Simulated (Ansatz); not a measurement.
Predict the output of the script below (Ansatz's Python interface).

`b2h4_dimer.py`
```python
"""Binding of a B2H4 dimer at a trial geometry."""

import logging
import sys

import ansatz

logging.basicConfig(stream=sys.stdout, format="[%(levelname)s] %(message)s")
logger = logging.getLogger("calc")
logger.setLevel(logging.INFO)

params = {
    "basis": "def2-SVP",
    "functional": "r2scan",
}

FIRST = [
    ("B", (-0.2157, -0.8255, -0.0667)),
    ("B", (0.2312, 0.7868, 0.0862)),
    ("H", (-0.6276, -1.397, 0.8582)),
    ("H", (-0.2154, -1.272, -1.1509)),
    ("H", (0.5676, 1.4004, -0.8812)),
    ("H", (0.2601, 1.3075, 1.1545)),
]
SECOND = [
    ("B", (2.0823, -3.0846, 0.4066)),
    ("B", (3.174, -3.4641, -0.8127)),
    ("H", (2.4727, -2.8746, 1.4814)),
    ("H", (0.9679, -2.9166, 0.0828)),
    ("H", (2.7855, -3.5902, -1.9347)),
    ("H", (4.3201, -3.654, -0.5606)),
]

def energy(atoms, ghosts=()):
    molecule = ansatz.Crystal.molecule()
    for symbol, xyz in atoms:
        molecule = molecule.atom(symbol, xyz)
    calc = (
        molecule.calculation()
        .basis(gaussian=params["basis"])
        .functional(params["functional"])
    )
    deck = calc.input()
    if ghosts:
        deck = deck.set(ansatz.key.basis.gaussian.ghost_atoms, [{"symbol": s, "position_ang": list(xyz)} for s, xyz in ghosts])
    return ansatz.Session.from_dict(deck).plan().execute().report["free_energy_ev"]


def main() -> None:
    # ghost atoms carry the functions of the partner
    both = energy(FIRST + SECOND)
    alone = energy(FIRST) + energy(SECOND)
    ghosted = energy(FIRST, SECOND) + energy(SECOND, FIRST)
    logger.info(f"dimer {both:.6f} eV")
    logger.info(f"interaction, uncorrected   {(both - alone):8.3f} eV")
    logger.info(f"interaction, counterpoise  {(both - ghosted):8.3f} eV")
    logger.info(f"basis-set superposition    {(alone - ghosted):8.3f} eV")


if __name__ == "__main__":
    main()
```

`python b2h4_dimer.py` gives:
```text
[INFO] dimer -2825.037794 eV
[INFO] interaction, uncorrected      0.013 eV
[INFO] interaction, counterpoise     0.023 eV
[INFO] basis-set superposition       0.010 eV
```

Uncorrected it is 0.013 eV, with the counterpoise correction 0.023 eV; the difference, 0.01 eV, is the superposition error. In this basis both values are repulsive.

Total energies depend on the basis set; only differences at equal settings carry meaning. The dimer is a generated trial pose of unrelaxed monomers, not a minimum, so the figure is no binding energy, and the basis set is small. This level lacks the dispersion part of the attraction (electrostatics and induction are there), which can decide the sign where the interaction is weak. Finished in 12 s on 1 thread of Arm Neoverse V1, with other jobs on the host, peak memory 0.19 GiB.

(Lines on the test bed's own set-up are left out of the output.)
